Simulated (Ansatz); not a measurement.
# GeH4O2 (SMILES [OH][GeH2][OH]): levels of theory compared

Aim: a comparison of 6 runs (HF/STO-3G, B3LYP/6-31G*, PBE-QIDH/cc-pVDZ, SVWN5/cc-pVDZ, r2SCAN/cc-pVDZ, RPA@PBE/cc-pVDZ) of GeH4O2. 

Program for the calculation: Ansatz 0.2.0.

53 further runs of the same task are left out: 53 set aside as unsound or not needed.

### 1 The molecule

GeH4O2: 7 atoms, total charge 0, spin state singlet. SMILES: `[OH][GeH2][OH]`. The O1–H4 distance was set to 1.726 Å, away from the relaxed value. At this shape a bond of the SMILES string is far longer than usual.

Bond lengths: O1–Ge2 1.776 Å, Ge2–O3 1.773 Å, Ge2–H5 1.543 Å, Ge2–H6 1.525 Å, O3–H7 0.959 Å. Angles: O1–Ge2–O3 110.8°, O1–Ge2–H5 108.6°, O1–Ge2–H6 106.6°, O3–Ge2–H5 109.7°, O3–Ge2–H6 104.9°, Ge2–O3–H7 113.6°, H5–Ge2–H6 116.1°.

### 2 A single-point energy at HF/STO-3G (run 1)

The input, job.yaml:

```yaml
crystal:
  periodic: [false, false, false]
  atoms:
    - {symbol: O, position_ang: [-1.376424, -0.413840, 0.584632]}
    - {symbol: Ge, position_ang: [0.138376, 0.379160, 1.063832]}
    - {symbol: O, position_ang: [1.462276, -0.796740, 1.159132]}
    - {symbol: H, position_ang: [-1.634900, -0.418700, -1.122100]}
    - {symbol: H, position_ang: [0.478276, 1.462660, 0.019432]}
    - {symbol: H, position_ang: [-0.057624, 0.865260, 2.495832]}
    - {symbol: H, position_ang: [1.740476, -1.133040, 0.304732]}
basis:
  gaussian: {orbitals: STO-3G}
hamiltonian: {xc: hf}
accuracy: high
output: {orbitals: {seedname: orbitals}}
```

On the command line:

```console
$ ansatz run job.yaml --threads 1 --pin off --max-ram 3480MiB --events-out events.jsonl --progress --plain --runs-dir runs
```

Output:

```text
Warning: RAYON_NUM_THREADS=1 ignored (pool sized by the plan → 1); use --threads N
Functional definition: HF
  name "HF"
  exchange = exact_x
  correlation = 0
542 factors; integrals over basis functions are off by at most 4.7e-9 eV
mean field evaluation 1: about -59902.2685 eV, gradient 3.3e1 eV
mean field evaluation 2: about -59902.3348 eV, gradient 3.3e1 eV
mean field evaluation 4: about -59907.5333 eV, gradient 2.8e0 eV
mean field evaluation 8: about -59907.5690 eV, gradient 1.5e-4 eV
mean field -59907.56901191 eV, -2201.5625543790 hartree, gradient 1.5e-8 eV, S^2 0.000000; 0 other end points of the search recorded, 0 dependent functions left out
reference -59907.56901191 eV, -2201.5625543790 hartree; 26, 26 occupied and 6, 6 virtual orbitals, 542 factors
Total energy: -59907.56901191 eV, -2201.5625543790 hartree
```

It took 0.26 s on 1 thread of Arm Neoverse V2, shared host.

### 3 A single-point energy at B3LYP/6-31G(d) (Cartesian functions) (run 2)

The input, in.yaml:

```yaml
crystal:
  periodic: [false, false, false]
  atoms:
    - {symbol: O, position_ang: [-1.376424, -0.413840, 0.584632]}
    - {symbol: Ge, position_ang: [0.138376, 0.379160, 1.063832]}
    - {symbol: O, position_ang: [1.462276, -0.796740, 1.159132]}
    - {symbol: H, position_ang: [-1.634900, -0.418700, -1.122100]}
    - {symbol: H, position_ang: [0.478276, 1.462660, 0.019432]}
    - {symbol: H, position_ang: [-0.057624, 0.865260, 2.495832]}
    - {symbol: H, position_ang: [1.740476, -1.133040, 0.304732]}
basis:
  gaussian:
    orbitals: "6-31G*"
magnetization:
  spin_polarized: false
  initial_magnetization: 0
hamiltonian:
  xc: {name: B3LYP}
accuracy: high
output: {orbitals: {seedname: orbitals}}
```

On the command line:

```console
$ ansatz run in.yaml --threads 1 --pin off --max-ram 3480MiB --events-out events.jsonl --progress --plain --runs-dir runs
```

Output:

```text
Warning: RAYON_NUM_THREADS=1 ignored (pool sized by the plan → 1); use --threads N
Functional definition: B3LYP
  name "B3LYP"
  parameter a0 = 0.2
  parameter ax = 0.72
  parameter ac = 0.81
  exchange = (1 - a0 - ax)*slater_x + ax*b88_x + a0*exact_x
  correlation = (1 - ac)*vwn_rpa_c + ac*lyp_c
1482 factors; integrals over basis functions are off by at most 4.5e-9 eV
mean field evaluation 1: about -60655.7035 eV, gradient 7.8e1 eV
mean field evaluation 2: about -60593.8766 eV, gradient 1.7e2 eV
mean field evaluation 4: about -60666.4748 eV, gradient 2.6e1 eV
mean field evaluation 8: about -60667.7703 eV, gradient 5.8e-1 eV
mean field evaluation 16: about -60667.8560 eV, gradient 3.2e-4 eV
mean field -60667.85596283 eV, -2229.5025844843 hartree, gradient 3.6e-8 eV, S^2 0.000000; 0 other end points of the search recorded, 0 dependent functions left out
reference -60667.85600287 eV, -2229.5025859558 hartree; 26, 26 occupied and 47, 47 virtual orbitals, 1482 factors
Total energy: -60667.85600287 eV, -2229.5025859558 hartree
```

It took 5.7 s on 1 thread of Arm Neoverse V2, shared host; peak memory 0.22 GiB.

### 4 The energy at PBE-QIDH/cc-pVDZ (run 3)

The input, in.yaml:

```yaml
crystal:
  periodic: [false, false, false]
  atoms:
    - symbol: O
      position_ang: [-1.376424, -0.413840, 0.584632]
    - symbol: Ge
      position_ang: [0.138376, 0.379160, 1.063832]
    - symbol: O
      position_ang: [1.462276, -0.796740, 1.159132]
    - symbol: H
      position_ang: [-1.634900, -0.418700, -1.122100]
    - symbol: H
      position_ang: [0.478276, 1.462660, 0.019432]
    - symbol: H
      position_ang: [-0.057624, 0.865260, 2.495832]
    - symbol: H
      position_ang: [1.740476, -1.133040, 0.304732]
basis:
  gaussian:
    orbitals: cc-pVDZ
hamiltonian:
  xc: {name: PBE-QIDH}
correlation:
  frozen_orbitals: {Ge: 9, H: 0, O: 1}
accuracy: high
output: {orbitals: {seedname: orbitals}}
```

On the command line:

```console
$ ansatz run in.yaml --threads 1 --pin off --max-ram 3480MiB --events-out events.jsonl --progress --plain --runs-dir runs
```

Output, cut to the lines that bear on the results:

```text
Warning: RAYON_NUM_THREADS=1 ignored (pool sized by the plan → 1); use --threads N
Functional definition: PBE-QIDH
  name "PBE-QIDH"
[...]
1673 factors; integrals over basis functions are off by at most 4.5e-9 eV
[...]
mean field -60644.67239637 eV, -2228.6506041311 hartree, gradient 4.4e-8 eV, S^2 0.000000; 0 other end points of the search recorded, 0 dependent functions left out; unrestricted orbitals would lower it
11 core orbitals not correlated: weight in the atoms' cores, before any rotation towards them, 1.000 or more for the frozen orbitals, at most 0.000 for the correlated occupied ones
reference -60644.67239736 eV, -2228.6506041678 hartree; 15, 15 occupied and 49, 49 virtual orbitals, 1673 factors
second order -16.64638415 eV of doubles, -0.00000000 eV of singles
Total energy: -60650.22119208 eV, -2228.8545186126 hartree
```

Wall time 8.1 s (1 thread of Arm Neoverse V2, shared host); peak memory 0.23 GiB.

Runs 4 to 5 aren't shown in full; the table further down has their settings and results.

### 5 A single-point energy at RPA@PBE/cc-pVDZ (run 6)

The input, molecule.yaml:

```yaml
crystal:
  periodic: [false, false, false]
  atoms:
    - symbol: O
      position_ang: [-1.376424, -0.413840, 0.584632]
    - symbol: Ge
      position_ang: [0.138376, 0.379160, 1.063832]
    - symbol: O
      position_ang: [1.462276, -0.796740, 1.159132]
    - symbol: H
      position_ang: [-1.634900, -0.418700, -1.122100]
    - symbol: H
      position_ang: [0.478276, 1.462660, 0.019432]
    - symbol: H
      position_ang: [-0.057624, 0.865260, 2.495832]
    - symbol: H
      position_ang: [1.740476, -1.133040, 0.304732]
basis:
  gaussian: {orbitals: cc-pVDZ}
hamiltonian: {xc: {name: PBE}}
total_charge: 0
correlation: {method: rpa, frozen_orbitals: {Ge: 9, H: 0, O: 1}}
accuracy: high
```

On the command line:

```console
$ ansatz run molecule.yaml --threads 1 --pin off --max-ram 3480MiB --events-out events.jsonl --progress --plain --runs-dir runs
```

Output, cut to the lines that bear on the results:

```text
Warning: RAYON_NUM_THREADS=1 ignored (pool sized by the plan → 1); use --threads N
Functional definition: PBE
  name "PBE"
[...]
1673 factors; integrals over basis functions are off by at most 4.5e-9 eV
[...]
mean field -60660.94091799 eV, -2229.2484612735 hartree, gradient 2.4e-8 eV, S^2 0.000000; 2 other end points of the search recorded, 0 dependent functions left out
11 core orbitals not correlated: weight in the atoms' cores, before any rotation towards them, 1.000 or more for the frozen orbitals, at most 0.000 for the correlated occupied ones
reference -60605.30276108 eV, -2227.2037967201 hartree; 15, 15 occupied and 49, 49 virtual orbitals, 1673 factors
Total energy: -60628.29367361 eV, -2228.0486971717 hartree
```

It took 9.3 s on 1 thread of Arm Neoverse V2, shared host; peak memory 0.26 GiB.

### 6 Overview of the runs

```
run                               level  Cartesian functions  frozen core orbitals   energy (Eh)  HOMO energy (eV)  LUMO energy (eV)  HOMO–LUMO gap (eV)  wall time
  1                           HF/STO-3G                   no                     –  -2201.562554             -8.30              5.27               13.57     0.26 s
  2  B3LYP/6-31G* (Cartesian functions)                  yes                     –  -2229.502586             -7.99             -3.84                4.15      5.7 s
  3                    PBE-QIDH/cc-pVDZ                   no                    11  -2228.854519            -10.75             -1.57                9.18      8.1 s
  4                       SVWN5/cc-pVDZ                   no                     –  -2225.475224             -6.51             -4.61                1.90      3.3 s
  5                      r2SCAN/cc-pVDZ                   no                     –  -2229.636827             -6.89             -4.51                2.38        9 s
  6                     RPA@PBE/cc-pVDZ                   no                    11  -2228.048697                 –                 –                   –      9.3 s
```

### 7 Results

| quantity | value |
| --- | --- |
| run 6: total energy | -2228.04870 Eh |
| run 6: RPA correlation energy (valence) | -844.9 mEh |

What this shows: Over runs 1, 2, 3, 4, 5 the HOMO–LUMO gap runs from 1.90 eV (SVWN5/cc-pVDZ) to 13.57 eV (HF/STO-3G). The two ends differ in method and basis. Totals of different functionals can't be ranked against each other. In run 3 the log says that unrestricted orbitals would lower the reference, so the values rest on an unstable closed-shell determinant (other closed-shell runs at this shape may share the fault). In run 1 the basis is minimal, so the values are rough. In runs 1, 2, 3, 4, 5 a closed-shell determinant meets a far-stretched bond, which it describes badly. All runs together took 36 s, the longest 9.3 s.
